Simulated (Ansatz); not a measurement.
# Al4B3P: the cost of one run

Method: DFT PBE, scalar-relativistic, plane waves, PAW, unless a step names another level, in Ansatz 0.2.0.

### 1 Starting point

It takes space group P-3m1 (No. 164, trigonal). The conventional cell has a = 3.039 Å, b = 3.039 Å, c = 23.823 Å, α = 90.00°, β = 90.00°, γ = 120.00°. Al (site symmetry 3m) is surrounded by 3 P at 2.56 Å and 3 Al at 2.83 Å. Around Al (site symmetry 3m) lie 6 B at 2.39 to 2.43 Å and 3 P at 2.49 Å. Al (site symmetry 3m) has 12 B at 2.38 to 2.42 Å as nearest neighbours. Around Al (site symmetry 3m) lie 12 Al at 2.82 to 3.04 Å. Around B (site symmetry 3m) lie 3 B at 1.76 Å and 6 Al at 2.38 to 2.43 Å. Around B (site symmetry 3m) lie 3 B at 1.76 Å and 6 Al at 2.39 to 2.42 Å. B (site symmetry 3m) has 3 B at 1.75 Å and 6 Al at 2.40 to 2.42 Å as nearest neighbours. P (site symmetry 3m) is surrounded by 6 Al at 2.49 to 2.56 Å.

As a file:

```
Al B P
1.0
     3.03919    0.00000    0.00000
    -1.51959    2.63201    0.00000
     0.00000    0.00000   23.82287
Al B P
8 6 2
Cartesian
  1.5196 0.8773 8.5838
  0.0000 0.0000 18.8771
  0.0000 0.0000 4.9458
  0.0000 0.0000 22.1706
  0.0000 0.0000 1.6523
  0.0000 1.7547 15.2391
  0.0000 1.7547 10.8057
  1.5196 0.8773 13.0172
  1.5196 0.8773 20.5598
  0.0000 1.7547 20.4983
  0.0000 1.7547 3.2630
  1.5196 0.8773 3.3246
  0.0000 1.7547 23.8072
  1.5196 0.8773 0.0157
  0.0000 1.7547 6.7133
  1.5196 0.8773 17.1096
```

It came out lowest among 24 distinct ends of the trial cells. At a tolerance of 0.05 Å it has space group P-3m1 (No. 164).

### 2 A stricter relaxation, on the response runs' mesh and smearing

input.yaml

```yaml
crystal:
  lattice:
    - [3.0391866643, 0.0, 0.0]
    - [-1.5195933321, 2.6320128582, 0.0]
    - [0.0, 0.0, 23.8228675342]
  atoms:
    - { symbol: Al, position: [0.6666666667, 0.3333333333, 0.3603159096] }
    - { symbol: Al, position: [0.0, 0.0, 0.7923931874] }
    - { symbol: Al, position: [0.0, 0.0, 0.2076068126] }
    - { symbol: Al, position: [0.0, 0.0, 0.9306436016] }
    - { symbol: Al, position: [0.0, 0.0, 0.0693563984] }
    - { symbol: Al, position: [0.3333333333, 0.6666666667, 0.6396840904] }
    - { symbol: Al, position: [0.3333333333, 0.6666666667, 0.4535831856] }
    - { symbol: Al, position: [0.6666666667, 0.3333333333, 0.5464168144] }
    - { symbol: B, position: [0.6666666667, 0.3333333333, 0.8630288837] }
    - { symbol: B, position: [0.3333333333, 0.6666666667, 0.8604447729] }
    - { symbol: B, position: [0.3333333333, 0.6666666667, 0.1369711163] }
    - { symbol: B, position: [0.6666666667, 0.3333333333, 0.1395552271] }
    - { symbol: B, position: [0.3333333333, 0.6666666667, 0.9993403168] }
    - { symbol: B, position: [0.6666666667, 0.3333333333, 0.0006596832] }
    - { symbol: P, position: [0.3333333333, 0.6666666667, 0.281800447] }
    - { symbol: P, position: [0.6666666667, 0.3333333333, 0.718199553] }
basis:
  ecutwfc: 420
kpoints:
  mp_grid: { grid: [12, 12, 2] }
hamiltonian:
  xc: pbe
scf:
  occupations: { method: gaussian, width: 0.1 }
output:
  forces: true
  stress: true
  eigenvalues: true
relax:
  adjacent_minimum: "off"
  f_tol: 0.001
  max_steps: 60
  cell: { stress_tol: 0.01 }
```

Launch:

```bash
ansatz run input.yaml --threads 3 --pin off --max-ram 7680MiB --backend cpu --events-out ev --progress --plain --runs-dir out
```

What time and memory should one allow on 3 threads of Arm Neoverse V1, shared host?

About 33 s, with a peak of 0.67 GiB.
